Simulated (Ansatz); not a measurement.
**C₇H₁₂: ionisation energy by level of theory**

Aim: the vertical ionisation energy of C₇H₁₂, as cation minus neutral at the neutral's geometry, on several levels, and how well −ε(HOMO) stands in for it.

Program: Ansatz 0.2.0, Gaussian basis. Level of theory: unrestricted cation, the program's frozen cores in correlated methods. These are calculated values, not measurements.

Plan: UKS PBE-D4/def2-TZVPP; UKS r2SCAN-D4/def2-TZVPP; UKS PBE0-D4/def2-TZVPP; UKS B3LYP-D4/def2-TZVPP; UKS wB97X-V/def2-TZVPP; UKS wB97M-V/def2-TZVPP; UKS B2PLYP/def2-TZVPP; UHF-CCSD(T)/def2-TZVPP; UHF-MP2/def2-QZVPP; extrapolation to the limit; then −ε(HOMO) from the neutral's earlier runs with LDA (SPW92), PBE-D4, revPBE-D4, BLYP-D4, r2SCAN-D4, B97M-V, PBE0-D4, B3LYP-D4, r2SCANh-D4, r2SCAN0-D4, HSE06-D4, BHLYP-D4, CAM-B3LYP-D4, LC-ωPBE, ωB97X-V, ωB97M-V.

**1. Structure used throughout**

The geometry comes from an earlier relaxation with PBE0-D4 in a triple-zeta def2 set; it is a stationary point, not always the lowest conformer.

SMILES `C=C1CCCCC1`, 19 atoms, charge 0, spin multiplicity 1.

Atoms are counted from 1 here; the program's logs count them from 0.

Bond lengths: C1–C2 1.328 Å, C1–H8 1.085 Å, C1–H9 1.085 Å, C2–C3 1.499 Å, C2–C7 1.499 Å, C3–C4 1.529 Å, C3–H10 1.093 Å, C3–H11 1.099 Å, C4–C5 1.522 Å, C4–H12 1.094 Å, C4–H13 1.096 Å, C5–C6 1.522 Å, C5–H14 1.094 Å, C5–H15 1.098 Å, C6–C7 1.529 Å, C6–H16 1.094 Å, C6–H17 1.096 Å, C7–H18 1.093 Å and more. Angles: C2–C1–H8 121.4°, C2–C1–H9 121.4°, H8–C1–H9 117.1°, C1–C2–C3 122.8°, C1–C2–C7 122.8°, C3–C2–C7 114.3°, C2–C3–C4 111.0°, C2–C3–H10 110.4°, C2–C3–H11 108.8°, C4–C3–H10 110.9°, C4–C3–H11 108.4°, H10–C3–H11 107.1°, C3–C4–C5 111.3°, C3–C4–H12 109.9°, C3–C4–H13 108.9°, C5–C4–H12 110.5°, C5–C4–H13 109.3°, H12–C4–H13 106.8° and more.

**2. Cation, UKS PBE-D4/def2-TZVPP**

in.yaml reads:

```yaml
crystal:
  periodic: [false, false, false]
  atoms:
    - {symbol: C, position_ang: [-0.660432, -2.006749, -1.213578]}
    - {symbol: C, position_ang: [-0.612048, -0.876529, -0.517306]}
    - {symbol: C, position_ang: [-0.514862, -0.846477, 0.978333]}
    - {symbol: C, position_ang: [0.693488, -0.028058, 1.433249]}
    - {symbol: C, position_ang: [0.682359, 1.362520, 0.814737]}
    - {symbol: C, position_ang: [0.609095, 1.292076, -0.703835]}
    - {symbol: C, position_ang: [-0.599458, 0.476317, -1.162993]}
    - {symbol: H, position_ang: [-0.714742, -2.001823, -2.297194]}
    - {symbol: H, position_ang: [-0.652831, -2.974368, -0.722807]}
    - {symbol: H, position_ang: [-0.470973, -1.862359, 1.378377]}
    - {symbol: H, position_ang: [-1.423311, -0.379160, 1.383022]}
    - {symbol: H, position_ang: [0.709461, 0.038633, 2.525071]}
    - {symbol: H, position_ang: [1.609513, -0.550499, 1.133894]}
    - {symbol: H, position_ang: [1.569819, 1.921923, 1.125245]}
    - {symbol: H, position_ang: [-0.185048, 1.918831, 1.192646]}
    - {symbol: H, position_ang: [0.565070, 2.297775, -1.132105]}
    - {symbol: H, position_ang: [1.521702, 0.822796, -1.089304]}
    - {symbol: H, position_ang: [-0.614355, 0.379890, -2.251322]}
    - {symbol: H, position_ang: [-1.512446, 1.015259, -0.874132]}
basis:
  gaussian: {orbitals: def2-TZVPP}
total_charge: 1
magnetization: {spin_polarized: true, initial_magnetization: 1}
hamiltonian: {xc: pbe, dispersion: d4}
```

Launch:

```
ansatz run in.yaml --threads 2 --pin off --events-out ev --progress --plain --max-ram 32768MiB --backend cuda --devices 0, --max-vram 18GiB
```

After this run come: Cation, UKS r2SCAN-D4/def2-TZVPP; Cation, UKS PBE0-D4/def2-TZVPP; Cation, UKS B3LYP-D4/def2-TZVPP; Cation, UKS wB97X-V/def2-TZVPP; Cation, UKS wB97M-V/def2-TZVPP; Cation, UKS B2PLYP (frozen core)/def2-TZVPP; Cation, UHF-CCSD(T)/def2-TZVPP; Cation, UHF-MP2/def2-QZVPP.

**Question.** What will the summary of the whole plan be? Wanted: ionisation energy, CCSD(T)/CBS; nearest functional by difference; nearest −ε(HOMO); −ε(HOMO) of PBE; T1 of the cation.

**Answer**, as computed:

| quantity | value |
| --- | --- |
| ionisation energy, CCSD(T)/CBS | 9.33 eV |
| nearest functional by difference | ωB97X-V (-0.29 eV) |
| nearest −ε(HOMO) | ωB97X-V (-0.05 eV) |
| −ε(HOMO) of PBE | 5.86 eV |
| T1 of the cation | 0.019 |

By cation minus neutral, the functionals miss by 0.55 eV at most. −ε(HOMO) of PBE misses by 3.5 eV, since self-interaction lifts the level. Among orbital estimates ωB97X-V comes nearest. Hartree-Fock falls 1.61 eV short, as the neutral has more correlation energy than the cation.
